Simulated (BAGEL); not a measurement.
# CH5ClSSi (SMILES C[SiH](S)Cl) at HF/6-31G(d) (density fitting with qzvpp-jkfit, spherical functions)

Aim: the energy change on altering one bond length of CH5ClSSi at HF/6-31G* (density fitting with qzvpp-jkfit, spherical functions), from 2 runs. 

The calculation is run with BAGEL 1.2.2.

1 further run of the same task is left out (set aside as unsound or not needed). Runs told in other sessions of the task aren't counted.

### Step 1. The structure to begin with

CH5ClSSi: 9 atoms, total charge 0, spin state singlet. As SMILES, `C[SiH](S)Cl`. The shape is that of a PBE0-D4/def2-TZVP optimisation. This is one conformer, not always the lowest.

Bond lengths: C1–Si2 1.855 Å, Si2–S3 2.127 Å, Si2–Cl4 2.062 Å, C1–H5 1.092 Å, C1–H6 1.092 Å, C1–H7 1.092 Å, Si2–H8 1.480 Å, S3–H9 1.344 Å. Some angles: C1–Si2–S3 112.6°, C1–Si2–Cl4 107.8°, S3–Si2–Cl4 111.5°, C1–Si2–H8 113.1°, S3–Si2–H8 104.3°, Cl4–Si2–H8 107.4°, Si2–C1–H5 110.1°, Si2–C1–H6 110.6°, Si2–C1–H7 110.2°, Si2–S3–H9 94.4°.

### Step 2. A single-point energy at HF/6-31G(d) (density fitting with qzvpp-jkfit, spherical functions)

The input, input.json:

```json
{ "bagel": [

{
  "title": "molecule",
  "basis": "6-31gs.json",
  "df_basis": "qzvpp-jkfit",
  "angstrom": true,
  "geometry": [
    { "atom": "C", "xyz": [      -0.274200,       1.016100,      -0.538000 ] },
    { "atom": "Si", "xyz": [       0.059000,      -0.772900,      -0.179600 ] },
    { "atom": "S", "xyz": [       1.538300,      -1.045300,       1.324800 ] },
    { "atom": "Cl", "xyz": [      -1.729000,      -1.652100,       0.352100 ] },
    { "atom": "H", "xyz": [       0.644700,       1.511900,      -0.858200 ] },
    { "atom": "H", "xyz": [      -0.651800,       1.523200,       0.352700 ] },
    { "atom": "H", "xyz": [      -1.023000,       1.110000,      -1.327900 ] },
    { "atom": "H", "xyz": [       0.585300,      -1.511200,      -1.349400 ] },
    { "atom": "H", "xyz": [       0.939300,      -0.226000,       2.206500 ] }
  ]
},

{
  "title": "hf"
},

{
  "title": "print",
  "file": "orbitals.molden",
  "orbitals": true
}

]}
```

The basis set 6-31G* is read from a file made from the Basis Set Exchange's data (not shown).

Command:

```
$ BAGEL_NUM_THREADS=1 BAGEL input.json > input.out
```

The log of the run:

```text
* using 1 threads per process

  ===============================================================
  ===============================================================

  *** Geometry ***

  { "atom" : "C", "xyz" : [     -0.518163,      1.920151,     -1.016673 ] },
  { "atom" : "Si", "xyz" : [      0.111494,     -1.460569,     -0.339395 ] },
  { "atom" : "S", "xyz" : [      2.906966,     -1.975331,      2.503509 ] },
  { "atom" : "Cl", "xyz" : [     -3.267336,     -3.122017,      0.665373 ] },
  { "atom" : "H", "xyz" : [      1.218306,      2.857077,     -1.621763 ] },
  { "atom" : "H", "xyz" : [     -1.231723,      2.878431,      0.666506 ] },
  { "atom" : "H", "xyz" : [     -1.933190,      2.097596,     -2.509367 ] },
  { "atom" : "H", "xyz" : [      1.106057,     -2.855754,     -2.549996 ] },
  { "atom" : "H", "xyz" : [      1.775020,     -0.427078,      4.169681 ] },

  Number of auxiliary basis functions:      549

  Since a DF basis is specified, we compute 2- and 3-index integrals:
    o Being stored without compression. Storage requirement is 0.027 GB

  Number of basis functions:       78
  Number of electrons      :       58

    * METHOD: MOLECULE                             0.31

  *** RHF ***

  === Nuclear Repulsion ===
   273.6981612377

      * DIIS with orbital gradients will be used.

  === RHF iteration (6-31gs.json) ===
      0      -1186.67857731          0.01155149           0.09
      1      -1186.76367180          0.00425164           0.08
      2      -1186.77468454          0.00109128           0.08
      3      -1186.77569019          0.00014916           0.08
      4      -1186.77571434          0.00004230           0.08
      5      -1186.77571686          0.00000855           0.08
      6      -1186.77571698          0.00000253           0.08
      7      -1186.77571699          0.00000088           0.08
      8      -1186.77571699          0.00000023           0.08
      9      -1186.77571699          0.00000007           0.08
     10      -1186.77571699          0.00000002           0.08
     11      -1186.77571699          0.00000001           0.09
    * SCF iteration converged.

    * Permanent dipole moment:
           (   -0.099579,    -0.921290,     0.293973) a.u.

    * METHOD: HF                                   1.18

    * METHOD: PRINT                                0.01

  ===============================================================
```

Wall time 1.6 s (1 thread of Arm Neoverse V2, shared host).

### Step 3. The distorted shape, same level

The input, calc.json:

```json
{ "bagel" : [

{
  "title" : "molecule",
  "basis" : "6-31gs.json",
  "df_basis" : "qzvpp-jkfit",
  "angstrom" : true,
  "geometry" : [
    { "atom" : "C", "xyz" : [      -0.006019,       1.147970,      -0.617749 ] },
    { "atom" : "Si", "xyz" : [       0.327181,      -0.641030,      -0.259349 ] },
    { "atom" : "S", "xyz" : [       1.806481,      -0.913430,       1.245051 ] },
    { "atom" : "Cl", "xyz" : [      -1.729000,      -1.652100,       0.352100 ] },
    { "atom" : "H", "xyz" : [       0.912881,       1.643770,      -0.937949 ] },
    { "atom" : "H", "xyz" : [      -0.383619,       1.655070,       0.272951 ] },
    { "atom" : "H", "xyz" : [      -0.754819,       1.241870,      -1.407649 ] },
    { "atom" : "H", "xyz" : [       0.853481,      -1.379330,      -1.429149 ] },
    { "atom" : "H", "xyz" : [       1.207481,      -0.094130,       2.126751 ] }
  ]
},

{
  "title" : "hf"
},

{
  "title" : "print",
  "file" : "orbitals.molden",
  "orbitals" : true
}

]}
```

The basis set 6-31G* is read from a file made from the Basis Set Exchange's data (not shown).

Command:

```
$ BAGEL_NUM_THREADS=1 BAGEL calc.json > calc.out
```

The log of the run:

```text
* using 1 threads per process

  ===============================================================
  ===============================================================

  *** Geometry ***

  { "atom" : "C", "xyz" : [     -0.011374,      2.169349,     -1.167376 ] },
  { "atom" : "Si", "xyz" : [      0.618282,     -1.211371,     -0.490099 ] },
  { "atom" : "S", "xyz" : [      3.413754,     -1.726133,      2.352805 ] },
  { "atom" : "Cl", "xyz" : [     -3.267336,     -3.122017,      0.665373 ] },
  { "atom" : "H", "xyz" : [      1.725095,      3.106275,     -1.772467 ] },
  { "atom" : "H", "xyz" : [     -0.724935,      3.127629,      0.515803 ] },
  { "atom" : "H", "xyz" : [     -1.426401,      2.346794,     -2.660071 ] },
  { "atom" : "H", "xyz" : [      1.612845,     -2.606556,     -2.700700 ] },
  { "atom" : "H", "xyz" : [      2.281808,     -0.177880,      4.018977 ] },

  Number of auxiliary basis functions:      549

  Since a DF basis is specified, we compute 2- and 3-index integrals:
    o Being stored without compression. Storage requirement is 0.027 GB

  Number of basis functions:       78
  Number of electrons      :       58

    * METHOD: MOLECULE                             0.28

  *** RHF ***

  === Nuclear Repulsion ===
   260.6652472278

      * DIIS with orbital gradients will be used.

  === RHF iteration (6-31gs.json) ===
      0      -1186.64363964          0.01189028           0.09
      1      -1186.73990458          0.00457351           0.08
      2      -1186.75441738          0.00113685           0.08
      3      -1186.75561374          0.00016845           0.08
      4      -1186.75564778          0.00005275           0.08
      5      -1186.75565199          0.00001395           0.08
      6      -1186.75565230          0.00000460           0.08
      7      -1186.75565234          0.00000153           0.08
      8      -1186.75565234          0.00000038           0.09
      9      -1186.75565235          0.00000013           0.08
     10      -1186.75565235          0.00000005           0.09
     11      -1186.75565235          0.00000002           0.08
     12      -1186.75565235          0.00000001           0.08
    * SCF iteration converged.

    * Permanent dipole moment:
           (   -0.726267,    -1.249849,     0.408518) a.u.

    * METHOD: HF                                   1.28

    * METHOD: PRINT                                0.01

  ===============================================================
```

It took 1.7 s on 1 thread of Arm Neoverse V2, shared host.

### Step 4. What came out

At HF/6-31G* (density fitting with qzvpp-jkfit, spherical functions):

```
                                                           quantity           value
                                          first shape: total energy  -1186.77572 Eh
                                         first shape: dipole moment          2.47 D
                                           first shape: HOMO energy       -10.59 eV
                                           first shape: LUMO energy         4.04 eV
                                         first shape: HOMO–LUMO gap        14.63 eV
                                      distorted shape: total energy  -1186.75565 Eh
                                     distorted shape: dipole moment          3.82 D
                                       distorted shape: HOMO energy       -10.83 eV
                                       distorted shape: LUMO energy         2.59 eV
                                     distorted shape: HOMO–LUMO gap        13.42 eV
energy change with the Si2–Cl4 bond stretched from 2.062 to 2.372 Å        0.546 eV
```

In words: With the Si2–Cl4 bond stretched from 2.062 to 2.372 Å the energy rises by 0.55 eV (52.7 kJ/mol). The first shape isn't relaxed at this level, so the change isn't measured from a minimum.
